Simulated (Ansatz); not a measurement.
# C3H11NO3Zr: up Jacob's ladder to CCSD(T)

One table from this session's results is given with a row withheld; the runs are named, their logs left out.

The runs use Ansatz 0.2.0, Gaussian basis; functionals in def2-TZVPP, the program's frozen cores in correlated methods.

Plan: LDA (SPW92), PBE-D4, revPBE-D4, BLYP-D4, r2SCAN-D4, B97M-V, PBE0-D4, B3LYP-D4, r2SCANh-D4, r2SCAN0-D4, HSE06-D4, BHLYP-D4, CAM-B3LYP-D4, LC-ωPBE, ωB97X-V, ωB97M-V, B2PLYP, PBE-QIDH; CCSD(T)/def2-SVP; CCSD(T)/def2-TZVPP; MP2/def2-QZVPP; extrapolation to the limit; RPA on PBE.

1 further run of the same task is left out (for a known fault of the program). Runs told in other sessions of the task aren't counted.

## The geometry

The geometry comes from an earlier relaxation with PBE0-D4 in a triple-zeta def2 set; it is a stationary point, not always the lowest conformer. Zr takes the def2 core potential; no spin-orbit term is included.

SMILES `C[O][Zr]([NH2])([O]C)[O]C`, 19 atoms, charge 0, spin multiplicity 1.

Atoms are counted from 1 here; the program's logs count them from 0.

Bond lengths: C1–O2 1.386 Å, C1–H9 1.096 Å, C1–H10 1.096 Å, C1–H11 1.096 Å, O2–Zr3 1.927 Å, Zr3–N4 2.051 Å, Zr3–O5 1.932 Å, Zr3–O7 1.927 Å, N4–H12 1.010 Å, N4–H13 1.010 Å, O5–C6 1.385 Å, C6–H14 1.097 Å, C6–H15 1.097 Å, C6–H16 1.097 Å, O7–C8 1.386 Å, C8–H17 1.096 Å, C8–H18 1.096 Å, C8–H19 1.096 Å. Angles: O2–C1–H9 111.0°, O2–C1–H10 111.0°, O2–C1–H11 110.5°, H9–C1–H10 108.2°, H9–C1–H11 108.0°, H10–C1–H11 108.1°, C1–O2–Zr3 169.8°, O2–Zr3–N4 107.2°, O2–Zr3–O5 108.7°, O2–Zr3–O7 114.4°, N4–Zr3–O5 110.6°, N4–Zr3–O7 107.2°, O5–Zr3–O7 108.7°, Zr3–N4–H12 125.8°, Zr3–N4–H13 125.8°, H12–N4–H13 108.5°, Zr3–O5–C6 167.7°, O5–C6–H14 110.8° and more.

Set-up of the first run:

File in.yaml:

```yaml
crystal:
  periodic: [false, false, false]
  atoms:
    - {symbol: C, position_ang: [2.474479, -1.176395, 1.652821]}
    - {symbol: O, position_ang: [1.646379, -0.490868, 0.778055]}
    - {symbol: Zr, position_ang: [0.242133, 0.291175, -0.285582]}
    - {symbol: N, position_ang: [1.081788, 1.814669, -1.372671]}
    - {symbol: O, position_ang: [-1.125016, 0.971990, 0.897598]}
    - {symbol: C, position_ang: [-2.031004, 1.722672, 1.627568]}
    - {symbol: O, position_ang: [-0.575978, -0.921254, -1.540792]}
    - {symbol: C, position_ang: [-1.263219, -1.897443, -2.244793]}
    - {symbol: H, position_ang: [2.554040, -2.232818, 1.371387]}
    - {symbol: H, position_ang: [2.091933, -1.123789, 2.678936]}
    - {symbol: H, position_ang: [3.482647, -0.746669, 1.643026]}
    - {symbol: H, position_ang: [0.762559, 2.143275, -2.273183]}
    - {symbol: H, position_ang: [1.888344, 2.359106, -1.100918]}
    - {symbol: H, position_ang: [-1.838886, 1.626384, 2.702833]}
    - {symbol: H, position_ang: [-1.966377, 2.785510, 1.364606]}
    - {symbol: H, position_ang: [-3.057308, 1.387146, 1.436521]}
    - {symbol: H, position_ang: [-0.827397, -2.887908, -2.069805]}
    - {symbol: H, position_ang: [-1.221955, -1.694916, -3.321109]}
    - {symbol: H, position_ang: [-2.317160, -1.929867, -1.944500]}
basis:
  gaussian: {orbitals: def2-TZVPP}
hamiltonian: {xc: lda}
output: {orbitals: {seedname: orbitals}}
```

On the command line:

```
$ ansatz run in.yaml --threads 4 --pin off --events-out ev --progress --plain --max-ram 66560MiB --backend cuda --devices 0, --max-vram 37GiB
```

Among the steps run: LDA; PBE-D4 (GGA); revPBE-D4 (GGA); BLYP-D4 (GGA); r2SCAN-D4 (meta-GGA); B97M-V (meta-GGA); B3LYP-D4 (hybrid); r2SCANh-D4 (hybrid); r2SCAN0-D4 (hybrid); HSE06-D4 (hybrid); BHLYP-D4 (hybrid); CAM-B3LYP-D4 (range-separated); LC-ωPBE (range-separated); ωB97X-V (range-separated); ωB97M-V (range-separated); B2PLYP (double hybrid); PBE-QIDH (double hybrid).

One of the session's tables, all rows but one given; the rest of the session is left out.

It belongs to the step «Frontier levels by functional». 

```
  functional  HOMO (eV)  gap (eV)
 LDA (SPW92)      -5.52      4.78
      PBE-D4      -5.36      4.73
   revPBE-D4      -5.29      4.71
     BLYP-D4      -5.23      4.64
   r2SCAN-D4      -5.64      5.52
      B97M-V      -5.72      5.13
     PBE0-D4      -6.75      6.78
    B3LYP-D4      -6.51      6.28
  r2SCANh-D4      -6.17      6.29
  r2SCAN0-D4      -6.97      7.35
    HSE06-D4      -6.35      6.04
    BHLYP-D4      -8.07      8.56
CAM-B3LYP-D4      -8.16      8.80
     LC-ωPBE      -9.55     11.22
     ωB97X-V      -9.19     10.68
     ωB97M-V          ?         ?
```

Estimate the missing values for ωB97M-V.

The run gave: HOMO (eV): -9.11; gap (eV): 10.04. In the column «HOMO (eV)» it lies between ωB97X-V (-9.19) and CAM-B3LYP-D4 (-8.16).
